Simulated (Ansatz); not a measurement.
# InBi: pressure up to the limit of the methods

An exercise on one series of results from a longer session: the logs are not shown, and one member is left open.

Computed with Ansatz 0.2.0 (DFT PBEsol, with the methods named in each step, unless a step's input says otherwise).

### The structure to begin with

Symmetry: F-43m, No. 216, cubic system. Conventional cell: a = 6.767 Å, b = 6.767 Å, c = 6.767 Å, α = 90.00°, β = 90.00°, γ = 90.00°. In (site symmetry -43m) is surrounded by 4 Bi at 2.93 Å. Bi (site symmetry -43m) has 4 In at 2.93 Å as nearest neighbours.

As a file:

```
CELL_PARAMETERS angstrom
0.00000 3.38354 3.38354
3.38354 0.00000 3.38354
3.38354 3.38354 0.00000
ATOMIC_POSITIONS crystal
In 0.00000 0.00000 0.00000
Bi 0.75000 0.75000 0.75000
```

Whether this phase is the stable one at these pressures isn't tested.

Atoms are numbered in the order of the input: In1, Bi2.

The first run:

The input, input.yaml:

```yaml
crystal:
  lattice:
    - [0.0, 3.38353831, 3.38353831]
    - [3.38353831, 0.0, 3.38353831]
    - [3.38353831, 3.38353831, 0.0]
  atoms:
    - { symbol: In, position: [0.0, 0.0, 0.0] }
    - { symbol: Bi, position: [0.75, 0.75, 0.75] }
kpoints:
  mp_grid: { grid: [9, 9, 9] }
  band_path:
    path:
      - [0.0, 0.0, 0.0]
      - [-0.5, -0.5, 0.0]
      - [-0.375, -0.375, 0.25]
      - [-0.375, 0.0, 0.375]
      - [0.0, 0.0, 0.0]
      - [0.0, 0.0, 0.5]
      - [-0.5, -0.25, 0.25]
      - [-0.5, -0.5, 0.0]
    npoints: 14
scf:
  occupations: { method: fermi_dirac, width: 0.05 }
hamiltonian:
  xc: pbesol
  pseudopotentials: { kind: all_electron, lapw: { basis_error: 0.001 } }
output:
  forces: true
  stress: true
  eigenvalues: true
  populations: true
```

On the command line:

```bash
$ ansatz run input.yaml --threads 1 --pin off --max-ram 2048MiB --backend cpu --events-out ev --progress --plain --runs-dir out
```

Steps of the session up to this table: The reference volume, LAPW; Volume scaled by 1, crystal datasets; Volume scaled by 0.9, LAPW; Volume scaled by 0.8, LAPW; Volume scaled by 0.6, LAPW; Volume scaled by 0.6, crystal datasets.

One of the session's tables, all rows but one given; the rest of the session is left out.

```
          method  volume over the first  volume (Å³/atom)  pressure (GPa)
            LAPW                      1            38.736           -0.67
            LAPW                    0.9            34.862            3.74
            LAPW                    0.8                 ?               ?
            LAPW                    0.6            23.242           56.80
             PAW                      1            38.736           -0.68
             PAW                    0.9            34.862            3.73
             PAW                    0.8            30.989           11.78
             PAW                    0.6            23.242           56.81
crystal datasets                      1            38.736           -0.67
crystal datasets                    0.6            23.242           56.80
```

**Question.** Estimate the row for LAPW, 0.8.

The run gave: volume (Å³/atom): 30.989; pressure (GPa): 11.79.

To keep in mind: Rows by PAW come from runs of the same series that aren't printed here. Warnings in the runs' records: gradients without spin orbit, stress scf threshold loose, crystal datasets made.
